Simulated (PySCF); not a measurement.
Molecule: O2GeSiH4, in a box.

```
O Ge Si H
1.0
    13.00000    0.00000    0.00000
     0.00000   14.00000    0.00000
     0.00000    0.00000   12.00000
O Ge Si H
2 1 1 4
Cartesian
  8.1342 9.3450 5.9647
  6.8083 7.0399 5.8462
  8.3480 7.7423 5.2338
  6.0089 5.6106 5.7586
  7.3113 9.4170 6.4618
  4.6780 5.8217 5.1327
  6.7727 4.6250 4.9425
  5.8233 5.0589 7.1255
```

Base run:

| Property | Result |
| --- | --- |
| Program | PySCF 2.14.0 |
| Functional | MN15-L |
| Potentials or basis | pob-tzvp-rev2 (all-electron) |
| k mesh | 1 × 1 × 1 |
| Occupations | fixed |
| Spin | no spin polarisation |

Its results: gap between the frontier levels 4.64 eV.

**Question.** The run is repeated on the same cell with these changes: functional from MN15-L to WC. What comes out?

**Answer.** Gap between the frontier levels 4.16 eV.

Caveats: this is a molecule in a periodic box at the Γ point, so its band gap is the HOMO-LUMO gap; relativity is left out, which matters for the heavier elements; the basis of atomic orbitals isn't converged, which shifts pressures, moduli and gaps.

